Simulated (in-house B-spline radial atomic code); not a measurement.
**Sb⁴⁺: starting-point dependence of G0W0 and RPA, part 1 of 2**

Question: which mean-field start gives which removal energy for Sb⁴⁺, before and after G0W0?

Program: an in-house B-spline radial atomic code, version 1. Level of theory: RPA, second order, AC-SOSEX and G0W0 (contour deformation) on a scalar-relativistic mean field, all electrons; no spin-orbit coupling, Breit or QED terms, no two-electron picture change. These are calculated values, not measurements, unless marked.

### 1 What is computed

| Quantity | Value |
| --- | --- |
| element | antimony (Z = 51) |
| charge | +4 |
| electrons | 47 |
| configuration | [Kr] 4d10 5s1 |
| next ion, run as well | [Kr] 4d10 |
| Hamiltonian | scalar-relativistic (spin-free one-electron X2C), finite nucleus |
| starts | Hartree-Fock, LDA (VWN5), PBE, PBE0, r2SCAN, HSE06, B3LYP, SCAN, TPSS, BHandHLYP, CAM-B3LYP, LC-ωPBE, ωB97X, PBEsol, BLYP, r2SCAN0, exchange-only LDA |

Outer shells as boxes (Hund's rule):

Sb4+
```
[Kr] core
4d [↑↓][↑↓][↑↓][↑↓][↑↓]
5s [↑ ]
```

### 2 The run with the Hartree-Fock start

Settings of the run:

```ini
Z = 51
electrons = 47.0
configuration = [Kr] 4d10 5s1
hamiltonian = x2c
method = hf
lmax = 9
rms_radius = 4.6802
spin_polarised = True
box_radius = 11.96
intervals = 68
```

On the command line:

```bash
$ python run_gw.py task.json out
```

The settings of every run stand in task.json; they run in order.

The program writes no log. Results of the run, from its result record (rounded, main fields):

```text
{
  "status": "converged",
  "energies [hartree]": {
    "mean_field": -6474.722245,
    "exx_total": -6474.722245,
    "exchange": -168.3582833,
    "rpa": -3.4696269,
    "rpa_summed": -3.409946,
    "direct_second_order": -3.83823,
    "second_order_exchange": 1.0738471,
    "sosex": 1.0166989
  },
  "rpa_by_multipole [hartree]": [-0.649826, -1.27621, -0.595416, -0.40654, -0.218742, -0.135246, -0.0671044, -0.0373205, -0.0157531, -0.00610052, -0.00142761, -0.00025592],
  "polarisability [bohr^3: independent particles, RPA]": [6.04578, 3.96464],
  "gap [hartree]": 0.7092485,
  "levels [hartree]": [
    {"name": "5s up", "occ": 1, "e": -1.96979, "sx": -0.6512952, "vxc": -0.6512952, "sc": -0.06466773, "z": 0.979595, "qp": -2.035201, "tail": -0.000743972},
    {"name": "4d down", "occ": 1, "e": -3.1703, "sx": -1.81196, "vxc": -1.81196, "sc": 0.00401415, "z": 0.9648405, "qp": -3.16925, "tail": -0.002963969},
    {"name": "5s down", "occ": 0, "e": -1.521528, "sx": -0.1773385, "vxc": -0.1773385, "sc": -0.07775438, "z": 0.9758513, "qp": -1.599966, "tail": -0.0006830252}
  ],
  "ion_energies [hartree]": {
    "mean_field": -6472.758252,
    "exx_total": -6472.758254,
    "exchange": -168.060408,
    "rpa": -3.4058907,
    "rpa_summed": -3.3466618,
    "direct_second_order": -3.747333,
    "second_order_exchange": 1.0504308,
    "sosex": 0.99774083
  }
}
```

It took 12 s on 1 thread, shared host.

In the record, exx_total is the Hartree-Fock functional on the start's orbitals, rpa_summed the RPA energy up to lmax and rpa the same with the tail beyond it, gap the smallest same-spin excitation energy of the start. For a level, e is the start's value, sx and sc the exchange and correlation self-energies, vxc the start's own term, z the quasi-particle weight, and qp = e + sx − vxc + sc + tail. Deeper levels of weight under 0.85 meet poles of the self-energy and are not shown.

G0W0 moves 5s↑ down by 1.78 eV, to -55.38 eV.

The largest part of the RPA energy comes from multipole 1 (37 % of the sum).

### 3 The run with the LDA (VWN5) start

The settings differ from step 2 so:

```diff
@@ -4,3 +4,3 @@
 hamiltonian = x2c
-method = hf
+method = lda,vwn
 lmax = 9
```

Main fields:

```text
{
  "status": "converged",
  "energies [hartree]": {
    "mean_field": -6471.16082,
    "exx_total": -6474.669532,
    "exchange": -168.1455688,
    "rpa": -3.7575591,
    "rpa_summed": -3.6968382,
    "direct_second_order": -4.264593,
    "second_order_exchange": 1.1806764,
    "sosex": 1.1004195
  },
  "rpa_by_multipole [hartree]": [-0.714076, -1.39842, -0.641797, -0.436643, -0.231755, -0.142446, -0.0694342, -0.03826, -0.0160864, -0.0062127, -0.00144813, -0.00025869],
  "polarisability [bohr^3: independent particles, RPA]": [9.52248, 5.21066],
  "gap [hartree]": 0.4030168,
  "levels [hartree]": [
    {"name": "5s up", "occ": 1, "e": -1.867451, "sx": -0.6868028, "vxc": -0.5791869, "sc": -0.07844696, "z": 0.9649894, "qp": -2.054334, "tail": -0.0008194838},
    {"name": "4d down", "occ": 1, "e": -2.788792, "sx": -1.809001, "vxc": -1.42626, "sc": 0.02736528, "z": 0.9355388, "qp": -3.147096, "tail": -0.00292771},
    {"name": "4d up", "occ": 1, "e": -2.799963, "sx": -1.814844, "vxc": -1.430727, "sc": 0.02810035, "z": 0.929201, "qp": -3.158877, "tail": -0.002897173},
    {"name": "5s down", "occ": 0, "e": -1.821655, "sx": -0.2237686, "vxc": -0.5357004, "sc": -0.1104997, "z": 0.9460903, "qp": -1.621038, "tail": -0.0008152888}
  ],
  "ion_energies [hartree]": {
    "mean_field": -6469.097468,
    "exx_total": -6472.708325,
    "exchange": -167.8435684,
    "rpa": -3.6746364,
    "rpa_summed": -3.6144153,
    "direct_second_order": -4.1314384,
    "second_order_exchange": 1.1428226,
    "sosex": 1.0727707
  }
}
```

It took 12 s on 1 thread, shared host.

The 5s↑ level moves from -50.82 to -55.90 eV (weight 0.96).

### 4 The run with the PBE start

The settings differ from step 3 so:

```diff
@@ -4,3 +4,3 @@
 hamiltonian = x2c
-method = lda,vwn
+method = pbe,pbe
 lmax = 9
```

Main fields:

```text
{
  "status": "converged",
  "energies [hartree]": {
    "mean_field": -6476.933829,
    "exx_total": -6474.689969,
    "exchange": -168.2508972,
    "rpa": -3.7517217,
    "rpa_summed": -3.6909195,
    "direct_second_order": -4.2549733,
    "second_order_exchange": 1.1789652,
    "sosex": 1.0993005
  },
  "rpa_by_multipole [hartree]": [-0.709639, -1.39691, -0.641387, -0.436621, -0.23186, -0.142634, -0.069525, -0.0383092, -0.0161043, -0.00621961, -0.00145048, -0.000259245],
  "polarisability [bohr^3: independent particles, RPA]": [9.64632, 5.30078],
  "gap [hartree]": 0.3989736,
  "levels [hartree]": [
    {"name": "5s up", "occ": 1, "e": -1.849643, "sx": -0.6809523, "vxc": -0.5572835, "sc": -0.07727753, "z": 0.9651015, "qp": -2.051398, "tail": -0.0008084214},
    {"name": "4d down", "occ": 1, "e": -2.780773, "sx": -1.810653, "vxc": -1.423647, "sc": 0.02834294, "z": 0.9340775, "qp": -3.142369, "tail": -0.002932564},
    {"name": "4d up", "occ": 1, "e": -2.7931, "sx": -1.815696, "vxc": -1.428723, "sc": 0.02914746, "z": 0.924513, "qp": -3.153817, "tail": -0.002891436},
    {"name": "5s down", "occ": 0, "e": -1.803711, "sx": -0.2197648, "vxc": -0.5137839, "sc": -0.109213, "z": 0.9470835, "qp": -1.61971, "tail": -0.0008053083}
  ],
  "ion_energies [hartree]": {
    "mean_field": -6474.886933,
    "exx_total": -6472.727991,
    "exchange": -167.9492829,
    "rpa": -3.6694118,
    "rpa_summed": -3.6091052,
    "direct_second_order": -4.1230836,
    "second_order_exchange": 1.1413788,
    "sosex": 1.0718025
  }
}
```

It took 12 s on 1 thread, shared host.

Highest level 5s↑: -50.33 eV in the start, -55.82 eV after G0W0, weight 0.97.

### 5 The run with the PBE0 start

The settings differ from step 4 so:

```diff
@@ -4,3 +4,3 @@
 hamiltonian = x2c
-method = pbe,pbe
+method = pbe0
 lmax = 9
```

Main fields:

```text
{
  "status": "converged",
  "energies [hartree]": {
    "mean_field": -6477.020597,
    "exx_total": -6474.704647,
    "exchange": -168.2882482,
    "rpa": -3.6737071,
    "rpa_summed": -3.6131693,
    "direct_second_order": -4.1347312,
    "second_order_exchange": 1.1482446,
    "sosex": 1.0759484
  },
  "rpa_by_multipole [hartree]": [-0.692967, -1.36294, -0.628828, -0.428459, -0.228383, -0.140691, -0.068917, -0.0380674, -0.0160191, -0.00619147, -0.00144511, -0.000258532],
  "polarisability [bohr^3: independent particles, RPA]": [8.26708, 4.82046],
  "gap [hartree]": 0.4806467,
  "levels [hartree]": [
    {"name": "5s up", "occ": 1, "e": -1.886572, "sx": -0.6753445, "vxc": -0.5903304, "sc": -0.07419784, "z": 0.9699719, "qp": -2.046579, "tail": -0.0007957133},
    {"name": "4d down", "occ": 1, "e": -2.890962, "sx": -1.811946, "vxc": -1.537755, "sc": 0.01896044, "z": 0.9465696, "qp": -3.149151, "tail": -0.002958203},
    {"name": "4d up", "occ": 1, "e": -2.902826, "sx": -1.816537, "vxc": -1.542162, "sc": 0.01825158, "z": 0.9289552, "qp": -3.161842, "tail": -0.002891826},
    {"name": "5s down", "occ": 0, "e": -1.737838, "sx": -0.2103175, "vxc": -0.4353766, "sc": -0.1001823, "z": 0.9578972, "qp": -1.613743, "tail": -0.000781561}
  ],
  "ion_energies [hartree]": {
    "mean_field": -6474.989117,
    "exx_total": -6472.742049,
    "exchange": -167.9882773,
    "rpa": -3.5968478,
    "rpa_summed": -3.5367923,
    "direct_second_order": -4.0160173,
    "second_order_exchange": 1.1156969,
    "sosex": 1.0513062
  }
}
```

Wall time 12 s (1 thread, shared host).

The 5s↑ level moves from -51.34 to -55.69 eV (weight 0.97).

### 6 The run with the r2SCAN start

The settings differ from step 5 so:

```diff
@@ -4,3 +4,3 @@
 hamiltonian = x2c
-method = pbe0
+method = r2scan
 lmax = 9
```

Main fields:

```text
{
  "status": "converged",
  "energies [hartree]": {
    "mean_field": -6477.371869,
    "exx_total": -6474.70447,
    "exchange": -168.3028238,
    "rpa": -3.7004466,
    "rpa_summed": -3.6405496,
    "direct_second_order": -4.1828635,
    "second_order_exchange": 1.1596964,
    "sosex": 1.0835946
  },
  "rpa_by_multipole [hartree]": [-0.698093, -1.38027, -0.632594, -0.430505, -0.228529, -0.140606, -0.0685194, -0.0377479, -0.0158719, -0.00612682, -0.00142911, -0.000255076],
  "polarisability [bohr^3: independent particles, RPA]": [9.12304, 5.07702],
  "gap [hartree]": 0.4218593,
  "levels [hartree]": [
    {"name": "5s up", "occ": 1, "e": -1.854524, "sx": -0.6793284, "vxc": -0.5617539, "sc": -0.07614649, "z": 0.9678968, "qp": -2.049022, "tail": -0.0007775081},
    {"name": "4d down", "occ": 1, "e": -2.809339, "sx": -1.816515, "vxc": -1.458755, "sc": 0.02427698, "z": 0.9428245, "qp": -3.145722, "tail": -0.002900293},
    {"name": "4d up", "occ": 1, "e": -2.823261, "sx": -1.816335, "vxc": -1.462126, "sc": 0.02315749, "z": 0.9369314, "qp": -3.157177, "tail": -0.002864543},
    {"name": "5s down", "occ": 0, "e": -1.757226, "sx": -0.2204484, "vxc": -0.4704465, "sc": -0.1043858, "z": 0.9539665, "qp": -1.6124, "tail": -0.0007867436}
  ],
  "ion_energies [hartree]": {
    "mean_field": -6475.34578,
    "exx_total": -6472.742735,
    "exchange": -168.0106794,
    "rpa": -3.6205085,
    "rpa_summed": -3.561054,
    "direct_second_order": -4.0559126,
    "second_order_exchange": 1.1237046,
    "sosex": 1.0570647
  }
}
```

Run time: 9.2 s. Hardware: 1 thread, shared host.

G0W0 moves 5s↑ down by 5.29 eV, to -55.76 eV.

### 7 The run with the HSE06 start

The settings differ from step 6 so:

```diff
@@ -4,3 +4,3 @@
 hamiltonian = x2c
-method = r2scan
+method = hse06
 lmax = 9
```

Main fields:

```text
{
  "status": "converged",
  "energies [hartree]": {
    "mean_field": -6476.943069,
    "exx_total": -6474.705872,
    "exchange": -168.2848255,
    "rpa": -3.679684,
    "rpa_summed": -3.6191266,
    "direct_second_order": -4.1452161,
    "second_order_exchange": 1.1515505,
    "sosex": 1.0782466
  },
  "rpa_by_multipole [hartree]": [-0.693426, -1.36642, -0.629738, -0.429095, -0.228628, -0.140849, -0.0689613, -0.0380848, -0.0160252, -0.0061935, -0.00144555, -0.000258602],
  "polarisability [bohr^3: independent particles, RPA]": [8.67989, 4.98335],
  "gap [hartree]": 0.4511879,
  "levels [hartree]": [
    {"name": "5s up", "occ": 1, "e": -1.874226, "sx": -0.6748809, "vxc": -0.5769976, "sc": -0.07489451, "z": 0.9686917, "qp": -2.047799, "tail": -0.0007955548},
    {"name": "4d down", "occ": 1, "e": -2.874711, "sx": -1.810993, "vxc": -1.518879, "sc": 0.02042375, "z": 0.9446217, "qp": -3.149355, "tail": -0.002953237},
    {"name": "4d up", "occ": 1, "e": -2.886344, "sx": -1.815634, "vxc": -1.523147, "sc": 0.02032517, "z": 0.9335961, "qp": -3.161413, "tail": -0.002907152},
    {"name": "5s down", "occ": 0, "e": -1.753515, "sx": -0.2105345, "vxc": -0.4510532, "sc": -0.1018595, "z": 0.955307, "qp": -1.615638, "tail": -0.0007820956}
  ],
  "ion_energies [hartree]": {
    "mean_field": -6474.909815,
    "exx_total": -6472.74332,
    "exchange": -167.9848549,
    "rpa": -3.6016173,
    "rpa_summed": -3.5415425,
    "direct_second_order": -4.0237725,
    "second_order_exchange": 1.1176134,
    "sosex": 1.0527748
  }
}
```

Wall time 13 s (1 thread, shared host).

G0W0 moves 5s↑ down by 4.72 eV, to -55.72 eV.

### 8 The run with the B3LYP start

The settings differ from step 7 so:

```diff
@@ -4,3 +4,3 @@
 hamiltonian = x2c
-method = hse06
+method = b3lyp
 lmax = 9
```

Main fields:

```text
{
  "status": "converged",
  "energies [hartree]": {
    "mean_field": -6477.42161,
    "exx_total": -6474.697592,
    "exchange": -168.2658167,
    "rpa": -3.6908583,
    "rpa_summed": -3.630324,
    "direct_second_order": -4.1611583,
    "second_order_exchange": 1.1547153,
    "sosex": 1.080829
  },
  "rpa_by_multipole [hartree]": [-0.698091, -1.36994, -0.631426, -0.429963, -0.228983, -0.140942, -0.0689753, -0.0380817, -0.016024, -0.00619185, -0.00144478, -0.000258288],
  "polarisability [bohr^3: independent particles, RPA]": [8.53101, 4.90974],
  "gap [hartree]": 0.4643341,
  "levels [hartree]": [
    {"name": "5s up", "occ": 1, "e": -1.889352, "sx": -0.6762918, "vxc": -0.5920807, "sc": -0.07518548, "z": 0.9689374, "qp": -2.049548, "tail": -0.0007996061},
    {"name": "4d down", "occ": 1, "e": -2.869186, "sx": -1.808753, "vxc": -1.508899, "sc": 0.02084583, "z": 0.9443668, "qp": -3.15114, "tail": -0.002945944},
    {"name": "4d up", "occ": 1, "e": -2.879361, "sx": -1.815563, "vxc": -1.513187, "sc": 0.02105996, "z": 0.9345779, "qp": -3.163583, "tail": -0.002906045},
    {"name": "5s down", "occ": 0, "e": -1.773255, "sx": -0.2097378, "vxc": -0.4671064, "sc": -0.1019811, "z": 0.9547863, "qp": -1.618646, "tail": -0.0007784934}
  ],
  "ion_energies [hartree]": {
    "mean_field": -6475.372279,
    "exx_total": -6472.734889,
    "exchange": -167.9624061,
    "rpa": -3.6128877,
    "rpa_summed": -3.5528485,
    "direct_second_order": -4.0399067,
    "second_order_exchange": 1.121185,
    "sosex": 1.0556119
  }
}
```

It took 12 s on 1 thread, shared host.

Highest level 5s↑: -51.41 eV in the start, -55.77 eV after G0W0, weight 0.97.

### 9 The run with the SCAN start

The settings differ from step 8 so:

```diff
@@ -4,3 +4,3 @@
 hamiltonian = x2c
-method = b3lyp
+method = scan,scan
 lmax = 9
```

Main fields:

```text
{
  "status": "converged",
  "energies [hartree]": {
    "mean_field": -6477.804545,
    "exx_total": -6474.701512,
    "exchange": -168.3068061,
    "rpa": -3.6990026,
    "rpa_summed": -3.6392037,
    "direct_second_order": -4.181553,
    "second_order_exchange": 1.1593493,
    "sosex": 1.0831247
  },
  "rpa_by_multipole [hartree]": [-0.698191, -1.38017, -0.632189, -0.430187, -0.228324, -0.140393, -0.0684143, -0.0376894, -0.0158499, -0.00611808, -0.00142647, -0.000254462],
  "polarisability [bohr^3: independent particles, RPA]": [9.17937, 5.10038],
  "gap [hartree]": 0.4165596,
  "levels [hartree]": [
    {"name": "5s up", "occ": 1, "e": -1.863219, "sx": -0.6829233, "vxc": -0.5738672, "sc": -0.076785, "z": 0.9666517, "qp": -2.049848, "tail": -0.0007877483},
    {"name": "4d down", "occ": 1, "e": -2.807179, "sx": -1.816994, "vxc": -1.457824, "sc": 0.02575091, "z": 0.9400855, "qp": -3.143481, "tail": -0.002883365},
    {"name": "4d up", "occ": 1, "e": -2.820455, "sx": -1.814255, "vxc": -1.458898, "sc": 0.02457422, "z": 0.9349443, "qp": -3.154085, "tail": -0.002847782},
    {"name": "5s down", "occ": 0, "e": -1.758086, "sx": -0.2175786, "vxc": -0.4681707, "sc": -0.1047672, "z": 0.9529489, "qp": -1.613046, "tail": -0.00078519}
  ],
  "ion_energies [hartree]": {
    "mean_field": -6475.770666,
    "exx_total": -6472.741694,
    "exchange": -168.0170831,
    "rpa": -3.6176388,
    "rpa_summed": -3.5582868,
    "direct_second_order": -4.0521328,
    "second_order_exchange": 1.1223679,
    "sosex": 1.055927
  }
}
```

Wall time 9.4 s (1 thread, shared host).

G0W0 moves 5s↑ down by 5.08 eV, to -55.78 eV.

### 10 The run with the TPSS start

The settings differ from step 9 so:

```diff
@@ -4,3 +4,3 @@
 hamiltonian = x2c
-method = scan,scan
+method = tpss,tpss
 lmax = 9
```

Main fields:

```text
{
  "status": "converged",
  "energies [hartree]": {
    "mean_field": -6477.089787,
    "exx_total": -6474.699555,
    "exchange": -168.2602069,
    "rpa": -3.7369722,
    "rpa_summed": -3.6764308,
    "direct_second_order": -4.2341121,
    "second_order_exchange": 1.1736834,
    "sosex": 1.0950108
  },
  "rpa_by_multipole [hartree]": [-0.705474, -1.39253, -0.639029, -0.43502, -0.230974, -0.142076, -0.0692427, -0.0381498, -0.0160389, -0.00619341, -0.00144419, -0.000257964],
  "polarisability [bohr^3: independent particles, RPA]": [9.56123, 5.27377],
  "gap [hartree]": 0.4017623,
  "levels [hartree]": [
    {"name": "5s up", "occ": 1, "e": -1.839351, "sx": -0.6811005, "vxc": -0.5471739, "sc": -0.07662891, "z": 0.9655574, "qp": -2.05071, "tail": -0.0008036693},
    {"name": "4d down", "occ": 1, "e": -2.782648, "sx": -1.812026, "vxc": -1.425515, "sc": 0.02828748, "z": 0.9347597, "qp": -3.143787, "tail": -0.002915124},
    {"name": "4d up", "occ": 1, "e": -2.795622, "sx": -1.815568, "vxc": -1.430302, "sc": 0.02905246, "z": 0.9194619, "qp": -3.154691, "tail": -0.002854419},
    {"name": "5s down", "occ": 0, "e": -1.787183, "sx": -0.2166835, "vxc": -0.4928439, "sc": -0.1072392, "z": 0.9489262, "qp": -1.619056, "tail": -0.0007943262}
  ],
  "ion_energies [hartree]": {
    "mean_field": -6475.061129,
    "exx_total": -6472.73807,
    "exchange": -167.963329,
    "rpa": -3.654938,
    "rpa_summed": -3.5948741,
    "direct_second_order": -4.1029374,
    "second_order_exchange": 1.1362752,
    "sosex": 1.067603
  }
}
```

It took 9.4 s on 1 thread, shared host.

The 5s↑ level moves from -50.05 to -55.80 eV (weight 0.97).

### 11 The run with the BHandHLYP start

The settings differ from step 10 so:

```diff
@@ -4,3 +4,3 @@
 hamiltonian = x2c
-method = tpss,tpss
+method = bhandhlyp
 lmax = 9
```

Main fields:

```text
{
  "status": "converged",
  "energies [hartree]": {
    "mean_field": -6477.370299,
    "exx_total": -6474.712637,
    "exchange": -168.3092366,
    "rpa": -3.6025276,
    "rpa_summed": -3.5423119,
    "direct_second_order": -4.0289199,
    "second_order_exchange": 1.1213611,
    "sosex": 1.0548677
  },
  "rpa_by_multipole [hartree]": [-0.678875, -1.33208, -0.61715, -0.420682, -0.224982, -0.138713, -0.0682602, -0.0377941, -0.0159223, -0.00615782, -0.00143836, -0.000257407],
  "polarisability [bohr^3: independent particles, RPA]": [7.32633, 4.46869],
  "gap [hartree]": 0.5593963,
  "levels [hartree]": [
    {"name": "5s up", "occ": 1, "e": -1.92699, "sx": -0.6678316, "vxc": -0.622915, "sc": -0.07127074, "z": 0.97372, "qp": -2.043958, "tail": -0.0007810436},
    {"name": "4d down", "occ": 1, "e": -2.993792, "sx": -1.809253, "vxc": -1.63529, "sc": 0.01247225, "z": 0.9545498, "qp": -3.158242, "tail": -0.002960329},
    {"name": "4d up", "occ": 1, "e": -3.003558, "sx": -1.816273, "vxc": -1.639482, "sc": 0.0154951, "z": 0.9225171, "qp": -3.167707, "tail": -0.00285253},
    {"name": "5s down", "occ": 0, "e": -1.696627, "sx": -0.1964132, "vxc": -0.3735806, "sc": -0.09198649, "z": 0.9645635, "qp": -1.612188, "tail": -0.0007411485}
  ],
  "ion_energies [hartree]": {
    "mean_field": -6475.34271,
    "exx_total": -6472.749182,
    "exchange": -168.0065731,
    "rpa": -3.530434,
    "rpa_summed": -3.4707014,
    "direct_second_order": -3.9209805,
    "second_order_exchange": 1.0925374,
    "sosex": 1.0324541
  }
}
```

It took 12 s on 1 thread, shared host.

G0W0 moves 5s↑ down by 3.18 eV, to -55.62 eV.

### 12 The run with the CAM-B3LYP start

The settings differ from step 11 so:

```diff
@@ -4,3 +4,3 @@
 hamiltonian = x2c
-method = bhandhlyp
+method = camb3lyp
 lmax = 9
```

Main fields:

```text
{
  "status": "converged",
  "energies [hartree]": {
    "mean_field": -6477.695236,
    "exx_total": -6474.697096,
    "exchange": -168.2688555,
    "rpa": -3.6602458,
    "rpa_summed": -3.5998121,
    "direct_second_order": -4.1096252,
    "second_order_exchange": 1.1402847,
    "sosex": 1.0704734
  },
  "rpa_by_multipole [hartree]": [-0.693633, -1.35374, -0.626932, -0.426887, -0.227813, -0.140174, -0.0687591, -0.0379959, -0.0159952, -0.00618163, -0.0014426, -0.000257847],
  "polarisability [bohr^3: independent particles, RPA]": [7.1965, 4.36587],
  "gap [hartree]": 0.5804296,
  "levels [hartree]": [
    {"name": "5s up", "occ": 1, "e": -1.949565, "sx": -0.6760642, "vxc": -0.6518087, "sc": -0.07255902, "z": 0.9733743, "qp": -2.047178, "tail": -0.0007989021},
    {"name": "4d down", "occ": 1, "e": -2.941248, "sx": -1.808618, "vxc": -1.580173, "sc": 0.01539281, "z": 0.9515572, "qp": -3.15726, "tail": -0.002959887},
    {"name": "5s down", "occ": 0, "e": -1.710252, "sx": -0.2061163, "vxc": -0.3981598, "sc": -0.09491321, "z": 0.9640145, "qp": -1.613892, "tail": -0.0007702347}
  ],
  "ion_energies [hartree]": {
    "mean_field": -6475.648142,
    "exx_total": -6472.734225,
    "exchange": -167.964322,
    "rpa": -3.5869013,
    "rpa_summed": -3.5269612,
    "direct_second_order": -3.9987336,
    "second_order_exchange": 1.1114181,
    "sosex": 1.0480919
  }
}
```

Run time: 13 s. Hardware: 1 thread, shared host.

Highest level 5s↑: -53.05 eV in the start, -55.71 eV after G0W0, weight 0.97.

(Continued in part 2 of 2.)
